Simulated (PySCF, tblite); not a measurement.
# C5H10ClFO2S: geometry, infrared bands and NMR shifts

Aim: predict the infrared bands and NMR shifts of C5H10ClFO2S (`CC(C)[C@@](C)(F)S(=O)(=O)Cl`).

Computed with tblite 0.8.0 and PySCF 2.14.0, with density-fitted response routines of our own, on a single molecule in the gas phase. Atoms count from 0, in the outputs and in this text.

### Step 1. The molecule as given

20 atoms, charge 0, multiplicity 1; geometry from: force field or distance geometry start.

Bonds of the start (Å): C0–C1 1.53, C1–C2 1.53, C1–C3 1.55, C3–C4 1.55, C3–F5 1.38, C3–S6 1.83, S6–O7 1.46, S6–O8 1.44, S6–Cl9 2.05, C0–H10 1.09, C0–H11 1.10, C0–H12 1.11, C1–H13 1.09, C2–H14 1.09, C2–H15 1.10, C2–H16 1.10, C4–H17 1.09, C4–H18 1.10, C4–H19 1.10.

### Step 2. Relaxing the molecule with GFN2-xTB

Job settings and geometry (Å):

```
{"job": {"kind": "relax", "xc": "GFN2-xTB", "basis": "xTB"}, "charge": 0, "multiplicity": 1}
C     -1.913800    -0.584000    -0.619800
C     -0.594700     0.179200    -0.714500
C     -0.780900     1.601100    -0.191900
C      0.555000    -0.591800    -0.010000
C      0.366400    -0.780400     1.512000
F      0.566000    -1.867000    -0.545600
S      2.173400     0.208200    -0.330000
O      2.434900     1.228400     0.679700
O      2.313500     0.498900    -1.738500
Cl     3.606700    -1.218400     0.032600
H     -1.821600    -1.609400    -0.986600
H     -2.686300    -0.091400    -1.233500
H     -2.308800    -0.617100     0.416400
H     -0.338700     0.233800    -1.775500
H      0.105500     2.221000    -0.327400
H     -1.597500     2.099900    -0.739300
H     -1.063500     1.627500     0.867200
H     -0.548400    -1.342700     1.725000
H      0.332000     0.178400     2.044000
H      1.195900    -1.363800     1.932500
```

On the command line:

```console
> OMP_NUM_THREADS=1 python probes_run.py task.json out
```

This one command runs all jobs of the session in turn.

**Question.** This job is followed by: GFN2-xTB harmonic vibrations, gas phase; GIAO PBE0/pcSseg-1 NMR shielding, non-relativistic, gas phase. What will the session give for the following? strongest single infrared mode (GFN2-xTB); zero-point energy (GFN2-xTB); 13C shifts against TMS (PBE0/pcSseg-1); 1H shifts against TMS (PBE0/pcSseg-1, means over atoms taken as alike); 19F shifts against CFCl3 (PBE0/pcSseg-1); 33S shifts against CS2 (PBE0/pcSseg-1); 17O shifts against H2O (PBE0/pcSseg-1); 35Cl shifts against HCl (PBE0/pcSseg-1).

**Answer**, as computed:

```
                                                              quantity                              value
                             strongest single infrared mode (GFN2-xTB)              1280 cm⁻¹, 379 km/mol
                                          zero-point energy (GFN2-xTB)                      94.3 kcal/mol
                                13C shifts against TMS (PBE0/pcSseg-1)  125.9, 34.8, 18.8, 18.4, 15.1 ppm
1H shifts against TMS (PBE0/pcSseg-1, means over atoms taken as alike)         2.58, 1.81, 1.14, 1.09 ppm
                              19F shifts against CFCl3 (PBE0/pcSseg-1)                         -154.6 ppm
                                33S shifts against CS2 (PBE0/pcSseg-1)                            375 ppm
                                17O shifts against H2O (PBE0/pcSseg-1)                   307.5, 277.2 ppm
                               35Cl shifts against HCl (PBE0/pcSseg-1)                            533 ppm
```

Over 64 steps the energy fell by 0.304 eV; of the close pairs, C3–C4 changed most, 1.545 to 1.501 Å. No mode is imaginary among the 54: a minimum at this level. The strongest single mode, at 1280 cm⁻¹, is spread over several atoms, S6, O8, O7 among them. GFN2-xTB is a fitted tight-binding method: band positions and strengths are rough. Its intensities can rank the bands wrongly. The most deshielded carbon is C3 (fully substituted sp3 carbon bonded to F and S), at 125.9 ppm: deshielded by the electronegative neighbour. At PBE0/pcSseg-1: The widest tensor belongs to Cl9: span 957 ppm, with a paramagnetic part of -728 ppm.
